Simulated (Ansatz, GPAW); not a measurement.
# KMgF₃ with GLLB-SC from a Python script

These are simulated results from GPAW 26.7.0, not measurements. The cell began as a measured structure and was relaxed with r2SCAN in plane waves (Ansatz 0.2.0). All runs are without spin polarisation.

The symmetry is Pm-3m (No. 221, cubic); a = 3.980 Å in the conventional setting, 12.61 Å³ an atom. K is surrounded by 12 F at 2.81 Å; Mg is surrounded by 6 F at 1.99 Å; F is surrounded by 2 Mg at 1.99 Å and 4 K at 2.81 Å.

GLLB-SC is a model potential. Its fundamental gap is the Kohn-Sham gap plus a derivative discontinuity, which the script evaluates at the band edges among the listed k points. Its total energy isn't variational and serves nothing here.

run.py reads:

```python
import json
from ase import Atoms
from gpaw import GPAW, PW, FermiDirac

atoms = Atoms(['K', 'Mg', 'F', 'F', 'F'],
              cell=[[3.98023556, 0.0, 0.0], [0.0, 3.98023556, 0.0], [0.0, 0.0, 3.98023556]],
              scaled_positions=[[0.5, 0.5, 0.5], [0.0, 0.0, 0.0], [0.5, 0.0, 0.0], [0.0, 0.5, 0.0], [0.0, 0.0, 0.5]],
              pbc=True)
calc = GPAW(mode=PW(400), xc='GLLBSC', kpts={'size': (4, 4, 4), 'gamma': True},
            occupations=FermiDirac(0.02), maxiter=100, legacy_gpaw=True, txt='gpaw.txt')
atoms.calc = calc
res = {'energy': atoms.get_potential_energy(force_consistent=True)}
res['electrons'] = calc.get_number_of_electrons()
res['k'] = calc.get_ibz_k_points().tolist()
res['levels'] = [calc.get_eigenvalues(kpt=i).tolist() for i in range(len(res['k']))]
points = [[0.0, 0.0, 0.0], [0.0, 0.5, 0.0], [0.5, 0.5, 0.0], [0.5, 0.5, 0.5]]
bands = calc.fixed_density(kpts=points, symmetry='off', nbands=round(res['electrons']) // 2 + 6, convergence={'bands': -2}, txt='bands.txt')
res['points'] = [bands.get_eigenvalues(kpt=i).tolist() for i in range(len(points))]
homo, lumo = bands.get_homo_lumo()
potential = calc.hamiltonian.xc.response.calculate_discontinuity_potential(homo, lumo)
res['discontinuity'] = bands.hamiltonian.xc.response.calculate_discontinuity(potential)
json.dump(res, open('results.json', 'w'))
print('free energy (eV):', round(res['energy'], 5))
```

Command: `python run.py`. It took 12 s on 1 thread of Arm Neoverse V1, with other jobs on the host, peak memory 0.19 GiB.

The log gpaw.txt, trimmed of paths, versions and times, then the last line on the terminal. An iter line gives the energy in eV and the logarithms of the changes of orbitals (plane waves alone) and density (c: converged):

```
___ ___ ___ _ _ _
 |   |   |_  | | | |

 | | | | | . | | | |

 |__ |  _|___|_____|  26.7.0
 |___|_|

Input parameters:
  kpts: {gamma: True,
         size: (4, 4, 4)}
  maxiter: 100
  mode: {ecut: 400.0,
         name: pw}
  occupations: {fixmagmom: False,
                name: fermi-dirac,
                width: 0.02}
  xc: GLLBSC

System changes: positions, numbers, cell, pbc, initial_charges, initial_magmoms

Initialize ...

species:
  K:
    name:    Potassium
    Z:       19.0
    valence: 9
    core:    10
    charge:  0.0  # [|e|]
    compensation charges:
      type: gauss
      rc: 0.35  # [Å]
      lmax: 2
    cutoffs:
      filter: 1.91  # [Å]
      core: 1.27  # [Å]
    projectors
    | kind |    occ | energy [eV] | rcut [Å] |

    |------|--------|-------------|----------|

    |   3s |  2.000 |     -35.517 |    1.122 |

    |   4s |  1.000 |      -3.176 |    1.122 |

    |   3p |  6.000 |     -18.819 |    1.106 |

    |    p |        |       8.392 |    1.106 |

    |    d |        |       0.000 |    0.937 |

    Using partial waves for K as LCAO basis

  Mg:
    name:    Magnesium
    Z:       12.0
    valence: 10
    core:    2
    charge:  0.0  # [|e|]
    compensation charges:
      type: gauss
      rc: 0.33  # [Å]
      lmax: 2
    cutoffs:
      filter: 1.86  # [Å]
      core: 0.54  # [Å]
    projectors
    | kind |    occ | energy [eV] | rcut [Å] |

    |------|--------|-------------|----------|

    |   2s |  2.000 |     -81.998 |    1.090 |

    |   3s |  2.000 |      -6.877 |    1.090 |

    |   2p |  6.000 |     -48.239 |    1.085 |

    |   3p |  0.000 |      -3.605 |    1.085 |

    |    d |        |       0.000 |    1.037 |

    Using partial waves for Mg as LCAO basis

  F:
    name:    Fluorine
    Z:       9.0
    valence: 7
    core:    2
    charge:  0.0  # [|e|]
    compensation charges:
      type: gauss
      rc: 0.20  # [Å]
      lmax: 2
    cutoffs:
      filter: 1.14  # [Å]
      core: 0.74  # [Å]
    projectors
    | kind |    occ | energy [eV] | rcut [Å] |

    |------|--------|-------------|----------|

    |   2s |  2.000 |     -36.122 |    0.635 |

    |   2p |  5.000 |     -16.598 |    0.635 |

    |    s |        |      -8.911 |    0.635 |

    |    p |        |      10.613 |    0.635 |

    |    d |        |       0.000 |    0.635 |

    Using partial waves for F as LCAO basis

Reference energy: -29913.716596  # eV

Spin-paired calculation

Convergence criteria:
 Maximum [total energy] change in last 3 cyles: 0.0005 eV / valence electron
 Maximum integral of absolute [dens]ity change: 0.0001 electrons / valence electron
 Maximum integral of absolute [eigenst]ate change: 4e-08 eV^2 / valence electron
 Maximum number of scf [iter]ations: 100
 (Square brackets indicate name in SCF output, whereas a 'c' in
 the SCF output indicates the quantity has converged.)

Symmetries present (total): 48

  ( 1  0  0)  ( 1  0  0)  ( 1  0  0)  ( 1  0  0)  ( 1  0  0)  ( 1  0  0)
  ( 0  1  0)  ( 0  1  0)  ( 0  0  1)  ( 0  0  1)  ( 0  0 -1)  ( 0  0 -1)
  ( 0  0  1)  ( 0  0 -1)  ( 0  1  0)  ( 0 -1  0)  ( 0  1  0)  ( 0 -1  0)

  ( 1  0  0)  ( 1  0  0)  ( 0  1  0)  ( 0  1  0)  ( 0  1  0)  ( 0  1  0)
[... 20 lines left out ...]
  ( 0  0 -1)  ( 0  0 -1)  (-1  0  0)  (-1  0  0)  ( 0  1  0)  ( 0  1  0)
  ( 1  0  0)  (-1  0  0)  ( 0  0  1)  ( 0  0 -1)  ( 0  0  1)  ( 0  0 -1)

  (-1  0  0)  (-1  0  0)  (-1  0  0)  (-1  0  0)  (-1  0  0)  (-1  0  0)
  ( 0  0  1)  ( 0  0  1)  ( 0  0 -1)  ( 0  0 -1)  ( 0 -1  0)  ( 0 -1  0)
  ( 0  1  0)  ( 0 -1  0)  ( 0  1  0)  ( 0 -1  0)  ( 0  0  1)  ( 0  0 -1)

64 k-points: 4 x 4 x 4 Monkhorst-Pack grid + [1/8,1/8,1/8]
10 k-points in the irreducible part of the Brillouin zone
       k-points in crystal coordinates                weights
   0:     0.00000000    0.00000000    0.00000000          1/64
   1:     0.25000000    0.00000000    0.00000000          6/64
   2:     0.25000000    0.25000000    0.00000000         12/64
   3:     0.25000000    0.25000000    0.25000000          8/64
   4:     0.50000000    0.00000000    0.00000000          3/64
   5:     0.50000000    0.25000000    0.00000000         12/64
   6:     0.50000000    0.25000000    0.25000000         12/64
   7:     0.50000000    0.50000000    0.00000000          3/64
   8:     0.50000000    0.50000000    0.25000000          6/64
   9:     0.50000000    0.50000000    0.50000000          1/64

Wave functions: Plane wave expansion
  Cutoff energy: 400.000 eV
  Number of coefficients (min, max): 1088, 1189
  Pulay-stress correction: 0.000000 eV/Ang^3 (de/decut=0.000000)
  Using FFTW library
  ScaLapack parameters: grid=1x1, blocksize=None
  Wavefunction extrapolation:
    Improved wavefunction reuse through dual PAW basis

Occupation numbers: Fermi-Dirac:
  width: 0.0200  # eV

Eigensolver
   Davidson(niter=2)

Densities:
  Coarse grid: 20*20*20 grid
  Fine grid: 40*40*40 grid
  Total Charge: 0.000000

Density mixing:
  Method: separate
  Backend: msr1
  Linear mixing parameter: 0.05
  old densities: 10
  Width of damping distribution: 1.1
  Damping of long wavelength oscillations: 20

Hamiltonian:
  XC and Coulomb potentials evaluated on a 40*40*40 grid
  Using the GLLBSC Exchange-Correlation functional
  External potential:
    NoExternalPotential

XC parameters: GLLBSC functional being used consists of
  -----------------------------------------------------------------------
  | Weight | Module     | Description                                   |

  -----------------------------------------------------------------------
  |  1.000 | SCREENING  | GGA_X_PBE_SOL with 2 nearest neighbor stencil |

  |  1.000 | RESPONSE   | eps=0.0500 eV                                 |

  |  1.000 | XC         | GGA_C_PBE_SOL with 2 nearest neighbor stencil |

  -----------------------------------------------------------------------

Memory estimate:
  Process memory now: 136.94 MiB
  Calculator: 13.72 MiB
    Density: 4.63 MiB
      Arrays: 1.59 MiB
      Localized functions: 1.82 MiB
      Mixer: 1.22 MiB
    Hamiltonian: 1.09 MiB
      Arrays: 1.04 MiB
      XC: 0.00 MiB
      Poisson: 0.00 MiB
      vbar: 0.05 MiB
    Wavefunctions: 8.00 MiB
      Arrays psit_nG: 4.54 MiB
      Eigensolver: 0.64 MiB
      Projections: 0.25 MiB
      Projectors: 2.09 MiB
      PW-descriptor: 0.49 MiB

Total number of cores used: 1

Number of atoms: 5
Number of atomic orbitals: 25
Number of bands in calculation: 25
Number of valence electrons: 40
Bands to converge: occupied

... initialized

Initializing position-dependent things.

Density initialized from atomic densities
Creating initial wave functions:
  25 bands from LCAO basis set

   .---------.
  /|         |

 * |         |

 | |         |

 | |   K     |

 F .---------.
 |F         /
 Mg---F----*
Positions:
   0 K      1.990118    1.990118    1.990118    ( 0.0000,  0.0000,  0.0000)
   1 Mg     0.000000    0.000000    0.000000    ( 0.0000,  0.0000,  0.0000)
   2 F      1.990118    0.000000    0.000000    ( 0.0000,  0.0000,  0.0000)
   3 F      0.000000    1.990118    0.000000    ( 0.0000,  0.0000,  0.0000)
   4 F      0.000000    0.000000    1.990118    ( 0.0000,  0.0000,  0.0000)

Unit cell:
           periodic     x           y           z      points  spacing
  1. axis:    yes    3.980236    0.000000    0.000000    20     0.1990
  2. axis:    yes    0.000000    3.980236    0.000000    20     0.1990
  3. axis:    yes    0.000000    0.000000    3.980236    20     0.1990

  Lengths:   3.980236   3.980236   3.980236
  Angles:   90.000000  90.000000  90.000000

Effective grid spacing dv^(1/3) = 0.1990

iter:   1   -28.732279
iter:   2   -26.997435   -1.06  -1.28
iter:   3   -21.972887   -0.82  -1.29
iter:   4   -21.118074   -1.96  -1.45
iter:   5   -21.947370   -1.22  -1.49
iter:   6   -20.932467   -2.18  -1.94
iter:   7   -21.000380   -3.07  -2.05
iter:   8   -21.224661   -2.75  -2.17
iter:   9   -21.183676   -4.48  -3.07
iter:  10   -21.182530   -4.73  -3.38
iter:  11   -21.194213c  -5.55  -3.69
iter:  12   -21.193612c  -6.99  -4.47c
iter:  13   -21.192989c  -8.16c -4.51c

Converged after 13 iterations.

Energy contributions relative to reference atoms: (reference = -29913.716596)

Kinetic:        +13.852748
Potential:       -5.028407
External:        +0.000000
XC:             -29.658267
Entropy (-ST):   -0.000000
Local:           -0.359062
SIC:             +0.000000
--------------------------
Free energy:    -21.192989
Extrapolated:   -21.192989

GLLBSC response reference energy: -3.54610 eV (from HOMO)

Showing only first 2 kpts
 Kpt  Band  Eigenvalues  Occupancy
  0    18     -3.79561    2.00000
  0    19     -3.79561    2.00000
  0    20      5.89359    0.00000
  0    21      8.97807    0.00000

  1    18     -3.91424    2.00000
  1    19     -3.91424    2.00000
  1    20      6.82949    0.00000
  1    21      9.42680    0.00000

Fermi level: -1.06136

Gap: 9.440 eV
Transition (v -> c):
  (s=0, k=9, n=19, [0.50, 0.50, 0.50]) -> (s=0, k=0, n=20, [0.00, 0.00, 0.00])
Direct/indirect transitions are different
Direct gap: 9.689 eV
Transition at: (s=0, k=0, n=19, [0.00, 0.00, 0.00])

free energy (eV): -21.19299
```

The gap in the log is over the mesh alone; results.json adds the listed points. GLLB-SC gives a gap of 12.94 eV (9.440 eV Kohn-Sham over the listed points plus 3.501 eV discontinuity). On the same cell, plane-wave PBE (Ansatz, 6×6×6 k points and the special points) gives a gap of 7.37 eV and r2SCAN a gap of 8.30 eV; on shared hosts these took about 2.5 and 5.8 core-seconds on the 5-atom cell, against 12 for the script. Semilocal gaps usually lie below measured ones.
